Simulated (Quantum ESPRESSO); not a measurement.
# NbCu (Fm-3m) in Quantum ESPRESSO: further runs, part 2 of 3

Quantum ESPRESSO 7.5. The steps go on from the part before.

### Step 3. Phonons, PBE

pw.in reads:

```
&CONTROL
  calculation = 'scf'
  prefix = 'pwscf'
  outdir = './tmp'
  pseudo_dir = './pseudo'
  tprnfor = .true.
  tstress = .true.
  disk_io = 'low'
/
&SYSTEM
  ibrav = 0
  nat = 2
  ntyp = 2
  ecutwfc = 56
  ecutrho = 448
  nbnd = 24
  occupations = 'smearing'
  smearing = 'mv'
  degauss = 0.01469973
/
&ELECTRONS
  conv_thr = 4d-10
  electron_maxstep = 120
  mixing_beta = 0.5
/
ATOMIC_SPECIES
Nb    92.9064 nb_pbe_v1.uspp.F.UPF
Cu    63.5460 cu_pbe_v1.2.uspp.F.UPF
CELL_PARAMETERS angstrom
   0.0000000000    2.5622100000    2.5622100000
   2.5622100000    0.0000000000    2.5622100000
   2.5622100000    2.5622100000    0.0000000000
ATOMIC_POSITIONS crystal
Nb     0.0000000000    0.0000000000    0.0000000000
Cu     0.5000000000    0.5000000000    0.5000000000
K_POINTS automatic
9 9 9 0 0 0
```

relax.in reads:

```
&CONTROL
  calculation = 'vc-relax'
  prefix = 'pwscf'
  outdir = './tmp'
  pseudo_dir = './pseudo'
  tprnfor = .true.
  tstress = .true.
  disk_io = 'low'
  nstep = 40
  forc_conv_thr = 0.0001
  etot_conv_thr = 1d-06
/
&SYSTEM
  ibrav = 0
  nat = 2
  ntyp = 2
  ecutwfc = 56
  ecutrho = 448
  nbnd = 24
  occupations = 'smearing'
  smearing = 'mv'
  degauss = 0.01469973
/
&ELECTRONS
  conv_thr = 4d-10
  electron_maxstep = 120
  mixing_beta = 0.5
/
&IONS
  ion_dynamics = 'bfgs'
/
&CELL
  cell_dynamics = 'bfgs'
  press = 0
  press_conv_thr = 0.2
/
ATOMIC_SPECIES
Nb    92.9064 nb_pbe_v1.uspp.F.UPF
Cu    63.5460 cu_pbe_v1.2.uspp.F.UPF
CELL_PARAMETERS angstrom
   0.0000000000    2.5622100000    2.5622100000
   2.5622100000    0.0000000000    2.5622100000
   2.5622100000    2.5622100000    0.0000000000
ATOMIC_POSITIONS crystal
Nb     0.0000000000    0.0000000000    0.0000000000
Cu     0.5000000000    0.5000000000    0.5000000000
K_POINTS automatic
9 9 9 0 0 0
```

scf2.in reads:

```
&CONTROL
  calculation = 'scf'
  prefix = 'pwscf'
  outdir = './tmp'
  pseudo_dir = './pseudo'
  tprnfor = .true.
  tstress = .true.
  disk_io = 'low'
/
&SYSTEM
  ibrav = 0
  nat = 2
  ntyp = 2
  ecutwfc = 56
  ecutrho = 448
  nbnd = 24
  occupations = 'smearing'
  smearing = 'mv'
  degauss = 0.01469973
/
&ELECTRONS
  conv_thr = 1d-13
  electron_maxstep = 120
  mixing_beta = 0.5
  startingpot = 'file'
  startingwfc = 'file'
/
ATOMIC_SPECIES
Nb    92.9064 nb_pbe_v1.uspp.F.UPF
Cu    63.5460 cu_pbe_v1.2.uspp.F.UPF
CELL_PARAMETERS angstrom
   0.0000000000    2.5604725379    2.5604725379
   2.5604725379    0.0000000000    2.5604725379
   2.5604725379    2.5604725379    0.0000000000
ATOMIC_POSITIONS crystal
Nb     0.0000000000    0.0000000000    0.0000000000
Cu     0.5000000000    0.5000000000    0.5000000000
K_POINTS automatic
9 9 9 0 0 0
```

ph.in reads:

```
phonons of NbCu
&INPUTPH
  prefix = 'pwscf'
  outdir = './tmp'
  tr2_ph = 1d-18
  fildyn = 'dyn'
  niter_ph = 90
  alpha_mix(1) = 0.4
/
0.0000000000 0.0000000000 0.0000000000
```

dynmat.in reads:

```
&INPUT
  fildyn = 'dyn'
  asr = 'crystal'
  filout = 'dynmat.disp'
  fileig = 'dynmat.eig'
/
```

Potentials or basis: GBRV 1.5 PBE.

Started as:

```
$ OMP_NUM_THREADS=1 mpirun -n 4 pw.x -nk 4 -in pw.in > pw.out
$ OMP_NUM_THREADS=1 mpirun -n 4 pw.x -nk 4 -in relax.in > relax.out
$ OMP_NUM_THREADS=1 mpirun -n 4 pw.x -nk 4 -in scf2.in > scf2.out
$ OMP_NUM_THREADS=1 mpirun -n 4 ph.x -nk 4 -in ph.in > ph.out
$ OMP_NUM_THREADS=1 mpirun -n 1 dynmat.x -in dynmat.in > dynmat.out
```

pw.out:

```text
This program is part of the open-source Quantum ESPRESSO suite
     for quantum simulation of materials; please cite
[... 6 lines left out ...]
     using ibrav=0 with symmetry is DISCOURAGED, use correct ibrav instead

     K-points division:     npool     =       4
     Subspace diagonalization in iterative solution of the eigenvalue problem:
     a serial algorithm will be used

     G-vector sticks info
     --------------------
     sticks:   dense  smooth     PW     G-vecs:    dense   smooth      PW
     Sum        1453     733    223                36325    12939    2133

     Using Slab Decomposition

     bravais-lattice index     =            0
     lattice parameter (alat)  =       6.8474  a.u.
     unit-cell volume          =     227.0235 (a.u.)^3
     number of atoms/cell      =            2
     number of atomic types    =            2
     number of electrons       =        32.00
     number of Kohn-Sham states=           24
     kinetic-energy cutoff     =      56.0000  Ry
     charge density cutoff     =     448.0000  Ry
     scf convergence threshold =      4.0E-10
     mixing beta               =       0.5000
     number of iterations used =            8  plain     mixing
     Exchange-correlation= SLA  PW   PBE  PBE
                           (   1   4   3   4   0   0   0)

     celldm(1)=   6.847446  celldm(2)=   0.000000  celldm(3)=   0.000000
     celldm(4)=   0.000000  celldm(5)=   0.000000  celldm(6)=   0.000000

     crystal axes: (cart. coord. in units of alat)
[... 88 lines left out ...]

     Smooth grid:    12939 G-vectors     FFT dimensions: (  36,  36,  36)

     Check: negative core charge=   -0.000001

     Initial potential from superposition of free atoms

     starting charge      30.9973, renormalised to      32.0000
     Starting wfcs are   26 randomized atomic wfcs

     Self-consistent Calculation

     iteration #  1     ecut=    56.00 Ry     beta= 0.50
     Davidson diagonalization with overlap
     ethr =  1.00E-02,  avg # of iterations =  4.9

     total energy              =    -521.33529388 Ry
     estimated scf accuracy    <       1.03708895 Ry
[... 64 lines left out ...]
     iteration # 11     ecut=    56.00 Ry     beta= 0.50
     Davidson diagonalization with overlap
     ethr =  6.26E-11,  avg # of iterations =  2.0

     End of self-consistent calculation

          k = 0.0000 0.0000 0.0000 (  1639 PWs)   bands (ev):

   -98.1799 -55.5477 -55.5477 -55.5477 -40.1086 -16.0583 -16.0583 -16.0583
     7.9447  10.7562  10.7562  11.0627  11.0627  11.0627  16.0511  16.0511
    16.0511  17.4320  17.4320  23.8166  23.8166  23.8166  24.4697  31.9825

          k = 0.0786 0.0786-0.0786 (  1594 PWs)   bands (ev):
[... 199 lines left out ...]
   -98.1799 -55.5485 -55.5483 -55.5481 -40.0877 -16.1880 -16.1645 -16.1289
    11.0004  11.1019  11.3105  11.3251  11.9658  12.0656  14.1126  14.5904
    14.9788  17.2726  18.4489  19.4606  20.5602  22.2651  29.1616  29.1890

     the Fermi energy is    15.0107 ev

!    total energy              =    -521.61187367 Ry
     estimated scf accuracy    <          3.6E-10 Ry
     smearing contrib. (-TS)   =       0.00051329 Ry
     internal energy E=F+TS    =    -521.61238696 Ry

     The total energy is F=E-TS. E is the sum of the following terms:
     one-electron contribution =    -347.13315364 Ry
     hartree contribution      =     189.08840593 Ry
     xc contribution           =     -57.04332399 Ry
     ewald contribution        =    -306.52431526 Ry

     convergence has been achieved in  11 iterations

     Forces acting on atoms (cartesian axes, Ry/au):

     atom    1 type  1   force =    -0.00000000   -0.00000000    0.00000000
     atom    2 type  2   force =    -0.00000000   -0.00000000    0.00000000

     Total force =     0.000000     Total SCF correction =     0.000000

     Computing stress (Cartesian axis) and pressure

          total   stress  (Ry/bohr**3)                   (kbar)     P=       -2.68
  -0.00001820  -0.00000000   0.00000000           -2.68       -0.00        0.00
  -0.00000000  -0.00001820   0.00000000           -0.00       -2.68        0.00
   0.00000000   0.00000000  -0.00001820            0.00        0.00       -2.68

=------------------------------------------------------------------------------=
   JOB DONE.
=------------------------------------------------------------------------------=
```

relax.out:

```text
This program is part of the open-source Quantum ESPRESSO suite
     for quantum simulation of materials; please cite
[... 6 lines left out ...]
     using ibrav=0 with symmetry is DISCOURAGED, use correct ibrav instead

     K-points division:     npool     =       4
[... 1603 lines left out ...]
  -0.00000106   0.00000000  -0.00000000           -0.16        0.00       -0.00
   0.00000000  -0.00000106  -0.00000000            0.00       -0.16       -0.00
   0.00000000  -0.00000000  -0.00000106            0.00       -0.00       -0.16

=------------------------------------------------------------------------------=
   JOB DONE.
=------------------------------------------------------------------------------=
```

scf2.out:

```text
This program is part of the open-source Quantum ESPRESSO suite
     for quantum simulation of materials; please cite
[... 6 lines left out ...]
     using ibrav=0 with symmetry is DISCOURAGED, use correct ibrav instead

     K-points division:     npool     =       4
[... 389 lines left out ...]
  -0.00000091   0.00000000  -0.00000000           -0.13        0.00       -0.00
   0.00000000  -0.00000091  -0.00000000            0.00       -0.13       -0.00
  -0.00000000  -0.00000000  -0.00000091           -0.00       -0.00       -0.13

=------------------------------------------------------------------------------=
   JOB DONE.
=------------------------------------------------------------------------------=
```

Run time: 3.9 min. Hardware: 4 MPI ranks of Arm Neoverse V2, shared host; peak memory 0.52 GiB.

Results:

* Free energy: -7096.8910 eV
* Relaxed volume: 16.79 Å³/atom
* Relaxed cell: a = 3.621 Å, b = 3.621 Å, c = 3.621 Å, α = 60.00°, β = 60.00°, γ = 60.00°
* Space group after relaxing (to 0.05 Å): Fm-3m (No. 225)
* Pressure after relaxing: 0.0 GPa
* Band gap on the k mesh: none (metal or under the smearing width)
* Highest phonon frequency at Γ: 194 cm⁻¹

Final structure:
```
Nb Cu
1.0
     0.00000    2.56047    2.56047
     2.56047    0.00000    2.56047
     2.56047    2.56047    0.00000
Nb Cu
1 1
Direct
  0.00000 0.00000 0.00000
  0.50000 0.50000 0.50000
```

Levels at points of the mesh, in eV from the Fermi level:
```tsv
k point	band 13	band 14	band 15	band 16	band 17	band 18	band 19	band 20
(0.00, 0.00, 0.00)	-3.96	-3.96	1.04	1.04	1.04	2.43	2.43	8.82
```

Phonon frequencies in cm⁻¹ (negative: imaginary):
```tsv
q point	frequencies
(0.000, 0.000, 0.000)	-3 -3 -3 194 194 194
```

Optical modes at Γ, degenerate ones joined:
```tsv
cm⁻¹	components	symmetry	active in
194	3	T1u	IR
```

### Step 4. Phonons, PBEsol

pw.in: that of step 3 with these lines changed.

```diff
@@ -26,4 +26,4 @@
 ATOMIC_SPECIES
-Nb    92.9064 nb_pbe_v1.uspp.F.UPF
-Cu    63.5460 cu_pbe_v1.2.uspp.F.UPF
+Nb    92.9064 nb_pbesol_v1.uspp.F.UPF
+Cu    63.5460 cu_pbesol_v1.2.uspp.F.UPF
 CELL_PARAMETERS angstrom
```

relax.in: that of step 3 with these lines changed.

```diff
@@ -37,4 +37,4 @@
 ATOMIC_SPECIES
-Nb    92.9064 nb_pbe_v1.uspp.F.UPF
-Cu    63.5460 cu_pbe_v1.2.uspp.F.UPF
+Nb    92.9064 nb_pbesol_v1.uspp.F.UPF
+Cu    63.5460 cu_pbesol_v1.2.uspp.F.UPF
 CELL_PARAMETERS angstrom
```

scf2.in: that of step 3 with these lines changed.

```diff
@@ -28,8 +28,8 @@
 ATOMIC_SPECIES
-Nb    92.9064 nb_pbe_v1.uspp.F.UPF
-Cu    63.5460 cu_pbe_v1.2.uspp.F.UPF
+Nb    92.9064 nb_pbesol_v1.uspp.F.UPF
+Cu    63.5460 cu_pbesol_v1.2.uspp.F.UPF
 CELL_PARAMETERS angstrom
-   0.0000000000    2.5604725379    2.5604725379
-   2.5604725379    0.0000000000    2.5604725379
-   2.5604725379    2.5604725379    0.0000000000
+   0.0000000000    2.5276152792    2.5276152792
+   2.5276152792    0.0000000000    2.5276152792
+   2.5276152792    2.5276152792    0.0000000000
 ATOMIC_POSITIONS crystal
```

ph.in is that of step 3.

dynmat.in is that of step 3.

Potentials or basis: GBRV 1.5 PBEsol.

Started as:

```
$ OMP_NUM_THREADS=1 mpirun -n 4 pw.x -nk 4 -in pw.in > pw.out
$ OMP_NUM_THREADS=1 mpirun -n 4 pw.x -nk 4 -in relax.in > relax.out
$ OMP_NUM_THREADS=1 mpirun -n 4 pw.x -nk 4 -in scf2.in > scf2.out
$ OMP_NUM_THREADS=1 mpirun -n 4 ph.x -nk 4 -in ph.in > ph.out
$ OMP_NUM_THREADS=1 mpirun -n 1 dynmat.x -in dynmat.in > dynmat.out
```

pw.out:

```text
This program is part of the open-source Quantum ESPRESSO suite
     for quantum simulation of materials; please cite
[... 6 lines left out ...]
     using ibrav=0 with symmetry is DISCOURAGED, use correct ibrav instead

     K-points division:     npool     =       4
     Subspace diagonalization in iterative solution of the eigenvalue problem:
     a serial algorithm will be used

     G-vector sticks info
     --------------------
     sticks:   dense  smooth     PW     G-vecs:    dense   smooth      PW
     Sum        1453     733    223                36325    12939    2133

     Using Slab Decomposition

     bravais-lattice index     =            0
     lattice parameter (alat)  =       6.8474  a.u.
     unit-cell volume          =     227.0235 (a.u.)^3
     number of atoms/cell      =            2
     number of atomic types    =            2
     number of electrons       =        32.00
     number of Kohn-Sham states=           24
     kinetic-energy cutoff     =      56.0000  Ry
     charge density cutoff     =     448.0000  Ry
     scf convergence threshold =      4.0E-10
     mixing beta               =       0.5000
     number of iterations used =            8  plain     mixing
     Exchange-correlation= SLA  PW   PSX  PSC
                           (   1   4  10   8   0   0   0)

     celldm(1)=   6.847446  celldm(2)=   0.000000  celldm(3)=   0.000000
     celldm(4)=   0.000000  celldm(5)=   0.000000  celldm(6)=   0.000000

     crystal axes: (cart. coord. in units of alat)
               a(1) = (   0.000000   0.707107   0.707107 )
               a(2) = (   0.707107   0.000000   0.707107 )
               a(3) = (   0.707107   0.707107   0.000000 )

     reciprocal axes: (cart. coord. in units 2 pi/alat)
               b(1) = ( -0.707107  0.707107  0.707107 )
               b(2) = (  0.707107 -0.707107  0.707107 )
               b(3) = (  0.707107  0.707107 -0.707107 )

     PseudoPot. # 1 for Nb read from file:
     nb_pbesol_v1.uspp.F.UPF
     Pseudo is Ultrasoft + core correction, Zval = 13.0
     Generated by new atomic code, or converted to UPF format
     Using radial grid of  887 points,  6 beta functions with:
                l(1) =   0
                l(2) =   0
                l(3) =   1
                l(4) =   1
                l(5) =   2
                l(6) =   2
     Q(r) pseudized with  6 coefficients,  rinner =    1.000   1.000   1.000
                                                       1.000   1.000

     PseudoPot. # 2 for Cu read from file:
     cu_pbesol_v1.2.uspp.F.UPF
     Pseudo is Ultrasoft + core correction, Zval = 19.0
     Generated by new atomic code, or converted to UPF format
     Using radial grid of  867 points,  6 beta functions with:
                l(1) =   0
                l(2) =   0
                l(3) =   1
                l(4) =   1
                l(5) =   2
                l(6) =   2
     Q(r) pseudized with  8 coefficients,  rinner =    1.150   1.150   1.150
                                                       1.150   1.150

     atomic species   valence    mass     pseudopotential
     Nb               13.00    92.90640     Nb( 1.00)
     Cu               19.00    63.54600     Cu( 1.00)

     48 Sym. Ops., with inversion, found

   Cartesian axes

     site n.     atom                  positions (alat units)
         1        Nb     tau(   1) = (   0.0000000   0.0000000   0.0000000  )
         2        Cu     tau(   2) = (   0.7071068   0.7071068   0.7071068  )

     number of k points=    35  Marzari-Vanderbilt smearing, width (Ry)=  0.0147
                       cart. coord. in units 2pi/alat
        k(    1) = (   0.0000000   0.0000000   0.0000000), wk =   0.0027435
        k(    2) = (   0.0785674   0.0785674  -0.0785674), wk =   0.0219479
        k(    3) = (   0.1571348   0.1571348  -0.1571348), wk =   0.0219479
        k(    4) = (   0.2357023   0.2357023  -0.2357023), wk =   0.0219479
        k(    5) = (   0.3142697   0.3142697  -0.3142697), wk =   0.0219479
        k(    6) = (   0.1571348   0.0000000  -0.0000000), wk =   0.0164609
[... 27 lines left out ...]
        k(   34) = (  -0.0000000  -0.4714045   0.6285394), wk =   0.0658436
        k(   35) = (  -0.0785674  -0.3928371   0.7071068), wk =   0.0658436

     Dense  grid:    36325 G-vectors     FFT dimensions: (  48,  48,  48)

     Smooth grid:    12939 G-vectors     FFT dimensions: (  36,  36,  36)

     Check: negative core charge=   -0.000001

     Initial potential from superposition of free atoms

     starting charge      30.9975, renormalised to      32.0000
     Starting wfcs are   26 randomized atomic wfcs

     Self-consistent Calculation

     iteration #  1     ecut=    56.00 Ry     beta= 0.50
     Davidson diagonalization with overlap
     ethr =  1.00E-02,  avg # of iterations =  4.9

     total energy              =    -521.03444402 Ry
     estimated scf accuracy    <       1.07278798 Ry
[... 92 lines left out ...]
     iteration # 15     ecut=    56.00 Ry     beta= 0.50
     Davidson diagonalization with overlap
     ethr =  3.31E-12,  avg # of iterations =  2.0

     End of self-consistent calculation

          k = 0.0000 0.0000 0.0000 (  1639 PWs)   bands (ev):

   -98.0100 -55.5316 -55.5316 -55.5316 -40.1634 -16.1354 -16.1354 -16.1354
     7.7621  10.5942  10.5942  10.9041  10.9041  10.9041  15.8972  15.8972
    15.8972  17.3027  17.3027  23.6236  23.6236  23.6236  24.3208  31.7971

          k = 0.0786 0.0786-0.0786 (  1594 PWs)   bands (ev):
[... 199 lines left out ...]
   -98.0099 -55.5325 -55.5323 -55.5321 -40.1423 -16.2667 -16.2428 -16.2068
    10.8424  10.9366  11.1491  11.1655  11.8134  11.9001  13.9501  14.4331
    14.8219  17.1198  18.2889  19.2984  20.3955  22.1289  29.0231  29.0262

     the Fermi energy is    14.8565 ev

!    total energy              =    -521.32797611 Ry
     estimated scf accuracy    <          2.8E-10 Ry
     smearing contrib. (-TS)   =       0.00049859 Ry
     internal energy E=F+TS    =    -521.32847471 Ry

     The total energy is F=E-TS. E is the sum of the following terms:
     one-electron contribution =    -347.09431084 Ry
     hartree contribution      =     188.77255076 Ry
     xc contribution           =     -56.48239937 Ry
     ewald contribution        =    -306.52431526 Ry

     convergence has been achieved in  15 iterations

     Forces acting on atoms (cartesian axes, Ry/au):

     atom    1 type  1   force =    -0.00000000   -0.00000000    0.00000000
     atom    2 type  2   force =     0.00000000    0.00000000   -0.00000000

     Total force =     0.000000     Total SCF correction =     0.000000

     Computing stress (Cartesian axis) and pressure

          total   stress  (Ry/bohr**3)                   (kbar)     P=      -61.36
  -0.00041715  -0.00000000   0.00000000          -61.36       -0.00        0.00
   0.00000000  -0.00041715  -0.00000000            0.00      -61.36       -0.00
   0.00000000  -0.00000000  -0.00041715            0.00       -0.00      -61.36

=------------------------------------------------------------------------------=
   JOB DONE.
=------------------------------------------------------------------------------=
```

Run time: 3.8 min. Hardware: 4 MPI ranks of Arm Neoverse V2, shared host; peak memory 0.44 GiB.

What came out:

- Free energy: -7093.0537 eV
- Relaxed volume: 16.15 Å³/atom
- Relaxed cell: a = 3.575 Å, b = 3.575 Å, c = 3.575 Å, α = 60.00°, β = 60.00°, γ = 60.00°
- Space group after relaxing (to 0.05 Å): Fm-3m (No. 225)
- Pressure after relaxing: -0.1 GPa
- Band gap on the k mesh: none (metal or under the smearing width)
- Highest phonon frequency at Γ: 204 cm⁻¹

Step by step:
| step | energy change (eV) | largest force (eV/Å) | pressure (GPa) | volume (Å³) |
| --- | --- | --- | --- | --- |
| 1 | 0.0000 | 0.0000 | -6.14 | 33.64 |
| 2 | -0.0251 | 0.0000 | -1.45 | 32.60 |
| 3 | -0.0265 | 0.0000 | 0.03 | 32.29 |
| 4 | -0.0265 | 0.0000 | 0.00 | 32.30 |

Final structure:
```xyz
2
Lattice="0.0000 2.5276 2.5276 2.5276 0.0000 2.5276 2.5276 2.5276 0.0000" Properties=species:S:1:pos:R:3 pbc="T T T"
Nb    0.0000    0.0000    0.0000
Cu    2.5276    2.5276    2.5276
```

Phonon frequencies in cm⁻¹ (negative: imaginary):
```csv
q point,frequencies
"(0.000, 0.000, 0.000)",-6 -6 -6 204 204 204
```

Optical modes at Γ, degenerate ones joined:
| cm⁻¹ | components | symmetry | active in |
| --- | --- | --- | --- |
| 204 | 3 | T1u | IR |

(Part 2 of 3 ends here.)
